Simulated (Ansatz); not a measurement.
**Molecular dynamics of Li3Mn4F16**

The input (input.yaml):

```yaml
accuracy: low
crystal:
  lattice:
    - [-6.563227, 0.0, 0.0]
    - [0.0, -6.240984, 0.0]
    - [-0.35518, 0.0, 6.227512]
  atoms:
    - { symbol: Li, position: [0.0, 0.5, 0.0] }
    - { symbol: Mn, position: [0.5, 0.5, 0.25], spin: 3.5 }
    - { symbol: F, position: [0.0, 0.2930494, 0.25] }
    - { symbol: F, position: [0.0, 0.7069506, 0.25] }
    - { symbol: F, position: [0.3045112, 0.5, 0.4833127] }
    - { symbol: F, position: [0.6954888, 0.5, 0.0166873] }
    - { symbol: Li, position: [0.0, 0.5, 0.5] }
    - { symbol: Mn, position: [0.5, 0.5, 0.75], spin: 3.5 }
    - { symbol: F, position: [0.0, 0.2930494, 0.75] }
    - { symbol: F, position: [0.0, 0.7069506, 0.75] }
    - { symbol: F, position: [0.3045112, 0.5, 0.9833127] }
    - { symbol: F, position: [0.6954888, 0.5, 0.5166873] }
    - { symbol: Li, position: [0.5, 0.0, 0.0] }
    - { symbol: Mn, position: [0.0, 0.0, 0.25], spin: 3.5 }
    - { symbol: F, position: [0.5, 0.7930494, 0.25] }
    - { symbol: F, position: [0.5, 0.2069506, 0.25] }
    - { symbol: F, position: [0.8045112, 0.0, 0.4833127] }
    - { symbol: F, position: [0.1954888, 0.0, 0.0166873] }
    - { symbol: Mn, position: [0.0, 0.0, 0.75], spin: 3.5 }
    - { symbol: F, position: [0.5, 0.7930494, 0.75] }
    - { symbol: F, position: [0.5, 0.2069506, 0.75] }
    - { symbol: F, position: [0.8045112, 0.0, 0.9833127] }
    - { symbol: F, position: [0.1954888, 0.0, 0.5166873] }
magnetization:
  spin_polarized: true
basis:
  ecutwfc: 420.0
kpoints:
  mp_grid: { grid: [2, 2, 2] }
hamiltonian:
  xc: pbesol
scf:
  occupations: { method: fermi_dirac, width: 0.05 }
  lower_state_search: "off"
md:
  timestep: 1
  n_steps: 100
  ensemble: nvt_langevin
  temperature: 700.0
  initial_velocities: maxwell_boltzmann
  seed: 32627
  friction: 0.05
```

Run as:

```bash
$ ansatz run input.yaml --threads 2 --pin off --max-ram 5120MiB --backend cpu --events-out ev --progress --plain --runs-dir out
```

It starts from an unrelaxed structure (largest force component 1.28 eV/Å).

Output, in part (step lines):

```
md step     0: t =     0.00 fs  T =   669.6 K  F+E_penalty+E_count = -28903.61378223 eV  E_kin = 1.990604 eV  (25 SCF iters)
md step     1: t =     1.00 fs  T =   696.3 K  F+E_penalty+E_count = -28903.65511200 eV  E_kin = 2.069951 eV  (11 SCF iters)
md step     2: t =     2.00 fs  T =   862.2 K  F+E_penalty+E_count = -28903.68585844 eV  E_kin = 2.563402 eV  (11 SCF iters)
md step     3: t =     3.00 fs  T =   800.9 K  F+E_penalty+E_count = -28903.69927314 eV  E_kin = 2.381008 eV  (11 SCF iters)
md step     4: t =     4.00 fs  T =   747.2 K  F+E_penalty+E_count = -28903.69773434 eV  E_kin = 2.221508 eV  (11 SCF iters)
md step     5: t =     5.00 fs  T =   805.6 K  F+E_penalty+E_count = -28903.68313758 eV  E_kin = 2.395036 eV  (11 SCF iters)
md step     6: t =     6.00 fs  T =   844.0 K  F+E_penalty+E_count = -28903.65619271 eV  E_kin = 2.509163 eV  (11 SCF iters)
md step     7: t =     7.00 fs  T =   857.6 K  F+E_penalty+E_count = -28903.61213074 eV  E_kin = 2.549694 eV  (12 SCF iters)
[... lines left out ...]
md step   100: t =   100.00 fs  T =   941.6 K  F+E_penalty+E_count = -28902.94646581 eV  E_kin = 2.799489 eV  (11 SCF iters)
```

The steps, from the saved trajectory:

| time (fs) | T (K) | potential energy less start (eV) |
| --- | --- | --- |
| 0.0 | 670 | 0.000 |
| 3.0 | 801 | -0.085 |
| 6.0 | 844 | -0.042 |
| 9.0 | 831 | 0.138 |
| 12.0 | 515 | 0.366 |
| 15.0 | 554 | 0.507 |
| 18.0 | 573 | 0.636 |
| 21.0 | 548 | 0.734 |
| 24.0 | 635 | 0.736 |
| 27.0 | 652 | 0.792 |
| 30.0 | 621 | 0.875 |
| 33.0 | 544 | 1.016 |
| 36.0 | 533 | 1.123 |
| 39.0 | 724 | 1.154 |
| 42.0 | 759 | 1.175 |
| 45.0 | 678 | 1.296 |
| 48.0 | 669 | 1.423 |
| 51.0 | 763 | 1.520 |
| 54.0 | 806 | 1.611 |
| 57.0 | 782 | 1.631 |
| 60.0 | 822 | 1.592 |
| 63.0 | 896 | 1.540 |
| 66.0 | 829 | 1.515 |
| 69.0 | 701 | 1.538 |
| 72.0 | 593 | 1.524 |
| 75.0 | 472 | 1.407 |
| 78.0 | 511 | 1.238 |
| 81.0 | 599 | 1.110 |
| 84.0 | 559 | 1.016 |
| 87.0 | 581 | 0.946 |
| 90.0 | 623 | 0.899 |
| 93.0 | 656 | 0.831 |
| 96.0 | 759 | 0.720 |
| 99.0 | 881 | 0.663 |

All steps were run. A run of 0.1 ps of so small a system gives no equilibrium averages. No Hubbard correction was used and the magnetic state wasn't searched. Limits of this set-up: coarse k mesh, low accuracy level.

Mean squared displacements from the first frame to the last, about the centre of mass: Li 0.05 Å², Mn 0.01 Å², F 0.06 Å².

Last frame:

```xyz
23
Lattice="-6.5632 0.0000 0.0000 0.0000 -6.2410 0.0000 -0.3552 0.0000 6.2275" Properties=species:S:1:pos:R:3
Li 0.085 -2.962 0.095
Mn -3.495 -3.115 1.605
F -0.112 -1.770 1.565
F -0.207 -4.471 1.533
F -2.412 -3.131 3.265
F -4.650 -3.191 0.019
Li -0.421 -3.327 3.183
Mn -3.712 -3.169 4.688
F -0.132 -1.848 4.534
F -0.123 -4.486 4.764
F -2.521 -3.156 6.142
F -5.018 -3.158 2.972
Li -3.209 -0.056 0.065
Mn -0.116 -0.028 1.525
F -3.498 -4.938 1.692
F -3.143 -1.342 1.524
F -5.461 0.009 2.923
F -1.240 -0.124 -0.010
Mn -0.144 -0.018 4.663
F -3.693 -4.995 4.754
F -4.075 -1.369 4.735
F -5.566 -0.111 6.316
F -1.213 0.039 3.155
```

Run time: 34 min on 2 threads of Arm Neoverse V1, on a shared host, peak memory 0.86 GiB.
